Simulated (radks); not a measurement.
**Os in [Xe] 4f14 5d5 6s2 5f1: an all-electron calculation**

What are the levels of neutral osmium, how large are its shells, and how does its energy divide?

Program: radks (a radial shooting solver on a logarithmic mesh, Libxc functionals) version 1. Level of theory: scalar-relativistic Kohn-Sham, LDA (Slater exchange, Perdew-Wang correlation), spin-unpolarised, spherical densities, finite nucleus. These are calculated values, not measurements, unless marked.

## (1) The system

* element: osmium (Z = 76)
* charge: 0
* electrons: 76
* configuration: [Xe] 4f14 5d5 6s2 5f1
* nuclear rms radius: 5.4126 fm

Outer shells as boxes (Hund's rule):

Os
```
[Xe] core
4f [↑↓][↑↓][↑↓][↑↓][↑↓][↑↓][↑↓]
5d [↑ ][↑ ][↑ ][↑ ][↑ ]
6s [↑↓]
5f [↑ ][  ][  ][  ][  ][  ][  ]
```

## (2) The run

Settings of this run:

```text
Z 76
configuration [Xe] 4f14 5d5 6s2 5f1 6p0 7s0
relativity scalar-relativistic
functional lda,pw
spin unpolarised
nucleus finite rms 5.4126 fm
c 137.035999084
```

What does the calculation give?

As calculated:

```
                        quantity                value
                    total energy  -17240.5184 hartree
exchange-correlation share of it               1.90 %
                            −T/E               1.1076
          highest occupied level        5f, -0.437 eV
    most extended occupied level  5f, <r> = 17.3 bohr
 radius at density 0.001 e/bohr³            4.27 bohr
    maxima of the radial density                    5
```

**Reading.** The radial density shows 5 maxima for 6 occupied principal shells; where shells overlap, one shows as a shoulder or not at all. −T/E is 1.108: with relativity the kinetic term as defined here no longer equals −E. This is not the tabulated ground configuration, so its levels and sizes aren't those of the ground state, and no measured value stands beside it.
